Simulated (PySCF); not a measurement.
# [Ta(BH4)4]−: other functionals and bases at one geometry

How far do other levels of theory move the description of [Ta(BH4)4]−, and what does each cost? The structure is generated, not taken from experiment.

Method: several levels, as the steps say, no spin–orbit coupling; program: PySCF 2.14.0.

3 further runs of the same task are left out: 1 for a known fault of the program, 1 that didn't finish, 1 set aside as unsound or not needed.

**1. The system as given**

21 atoms, charge -1, spin multiplicity 3.

Bond lengths: Ta1–B2 2.474 Å, Ta1–H4 1.893 Å, Ta1–B7 2.474 Å, Ta1–H9 1.893 Å, Ta1–B12 2.303 Å, Ta1–H14 2.003 Å, Ta1–H15 2.256 Å, Ta1–H16 2.256 Å, Ta1–B17 2.303 Å, Ta1–H19 2.003 Å, Ta1–H20 2.256 Å, Ta1–H21 2.256 Å, B2–H3 1.225 Å, B2–H4 1.297 Å, B2–H5 1.229 Å, B2–H6 1.229 Å, B7–H8 1.225 Å, B7–H9 1.297 Å and more. Angles: B2–Ta1–H4 31.1°, B2–Ta1–B7 123.1°, B2–Ta1–H9 92.1°, B2–Ta1–B12 105.6°, B2–Ta1–H14 90.3°, B2–Ta1–H15 136.9°, B2–Ta1–H16 86.9°, B2–Ta1–B17 105.6°, B2–Ta1–H19 90.3°, B2–Ta1–H20 86.9°, B2–Ta1–H21 136.9°, H4–Ta1–B7 92.1°, H4–Ta1–H9 61.0°, H4–Ta1–B12 119.1°, H4–Ta1–H14 90.5°, H4–Ta1–H15 147.0°, H4–Ta1–H16 112.7°, H4–Ta1–B17 119.1° and more.

Geometry (Å):

```xyz
21
charge -1, multiplicity 3
Ta    0.0000    0.0000    0.0104
B     1.5387    1.5387    1.1884
H     1.9233    1.9233    2.2855
H     0.6793    0.6793    1.6415
H     2.4246    0.9797    0.5459
H     0.9797    2.4246    0.5459
B    -1.5387   -1.5387    1.1884
H    -1.9233   -1.9233    2.2855
H    -0.6793   -0.6793    1.6415
H    -2.4246   -0.9797    0.5459
H    -0.9797   -2.4246    0.5459
B     1.3449   -1.3449   -1.2885
H     2.1448   -2.1448   -1.7307
H     1.4162   -1.4162   -0.0088
H     0.1577   -1.5804   -1.5922
H     1.5804   -0.1577   -1.5922
B    -1.3449    1.3449   -1.2885
H    -2.1448    2.1448   -1.7307
H    -1.4162    1.4162   -0.0088
H    -0.1577    1.5804   -1.5922
H    -1.5804    0.1577   -1.5922
```

Formal oxidation states: Ta +3. An earlier session relaxed this geometry at r2SCAN, Ta def2-SVP with ECP60, B def2-SVP, H def2-SVP (triplet, point group C2v).

At r2SCAN on the finer grid: E = -165.887466 Eh, HOMO -0.09 eV, LUMO 1.10 eV (over both spins), ⟨S²⟩ = 2.009, Mulliken charge on Ta1 +0.53 e, largest force component 0.036 eV/Å. 

Levels to run: CAM-B3LYP; wB97X; TPSSh; M06-L. Hardware: 4 threads of Arm Neoverse V2, shared host.

**2. CAM-B3LYP**

run.py (the lines that set the calculation) reads:

```python
mol = gto.M(atom='''
Ta     0.00000     0.00000     0.01042
B      1.53866     1.53866     1.18835
H      1.92332     1.92332     2.28550
H      0.67932     0.67932     1.64147
H      2.42457     0.97972     0.54590
H      0.97972     2.42457     0.54590
B     -1.53866    -1.53866     1.18835
H     -1.92332    -1.92332     2.28550
H     -0.67932    -0.67932     1.64147
H     -2.42457    -0.97972     0.54590
H     -0.97972    -2.42457     0.54590
B      1.34485    -1.34485    -1.28845
H      2.14480    -2.14480    -1.73072
H      1.41618    -1.41618    -0.00879
H      0.15773    -1.58045    -1.59222
H      1.58045    -0.15773    -1.59222
B     -1.34485     1.34485    -1.28845
H     -2.14480     2.14480    -1.73072
H     -1.41618     1.41618    -0.00879
H     -0.15773     1.58045    -1.59222
H     -1.58045     0.15773    -1.59222''',
    basis={'Ta': 'def2-SVP', 'B': 'def2-SVP', 'H': 'def2-SVP'},
    ecp={'Ta': 'def2-SVP'},
    charge=-1, spin=2)
mf = dft.UKS(mol, xc='CAMB3LYP')
mf.grids.atom_grid = (75, 302)
mf = mf.density_fit()  # fitting sets: Ta def2-universal-JKFIT, B def2-universal-JKFIT, H def2-universal-JKFIT
mf.conv_tol = 1e-08; mf.max_cycle = 55
mf.kernel(dm0)  # dm0: the density of the relaxed state
```

Launch:

```
$ OMP_NUM_THREADS=4 python run.py
```

**3. wB97X**

run.py (the lines that set the calculation), as its differences from that of step 2:

```diff
@@ -25,3 +25,3 @@
     charge=-1, spin=2)
-mf = dft.UKS(mol, xc='CAMB3LYP')
+mf = dft.UKS(mol, xc='WB97X')
 mf.grids.atom_grid = (75, 302)
```

**4. TPSSh**

run.py (the lines that set the calculation), as its differences from that of step 3:

```diff
@@ -25,3 +25,3 @@
     charge=-1, spin=2)
-mf = dft.UKS(mol, xc='WB97X')
+mf = dft.UKS(mol, xc='TPSSH')
 mf.grids.atom_grid = (75, 302)
```

**5. M06-L**

run.py (the lines that set the calculation), as its differences from that of step 4:

```diff
@@ -25,3 +25,3 @@
     charge=-1, spin=2)
-mf = dft.UKS(mol, xc='TPSSH')
+mf = dft.UKS(mol, xc='M06L')
 mf.grids.atom_grid = (75, 302)
```

Q: Predict the outcome of this session. Wanted: for each run, HOMO; gap; charge on Ta1; dipole; largest force component.

The runs gave:

| level | state | HOMO (eV) | gap (eV) | charge on Ta1 (e) | dipole (D) | largest force component (eV/Å) | basis functions | time |
| --- | --- | --- | --- | --- | --- | --- | --- | --- |
| r2SCAN (relaxed here) | triplet | -0.09 | 1.18 | 0.53 | 1.40 | 0.04 | 168 | 30 s |
| CAM-B3LYP | triplet | -2.17 | 5.32 | 0.51 | 1.42 | 0.19 | 168 | 23 s |
| wB97X | triplet | -3.11 | 7.26 | 0.59 | 1.44 | 0.34 | 168 | 23 s |
| TPSSh | triplet | -0.33 | 1.71 | 0.50 | 1.46 | 0.16 | 168 | 36 s |
| M06-L | triplet | 0.14 | 1.01 | 0.91 | 1.35 | 0.18 | 168 | 34 s |

Times are on 4 threads of Arm Neoverse V2, shared host; the first row also made further properties. The dipole of a charged species depends on the origin, so these sizes hold for this origin alone.

In one basis the HOMO–LUMO gap runs from 1.01 eV (M06-L) to 7.26 eV (wB97X). The largest leftover force, 0.34 eV/Å with wB97X, stands at a geometry relaxed at another level. The Mulliken charge on Ta spans +0.50 to +0.91 e over the levels. Total energies of different levels can't be compared. Spin–orbit coupling is left out throughout.
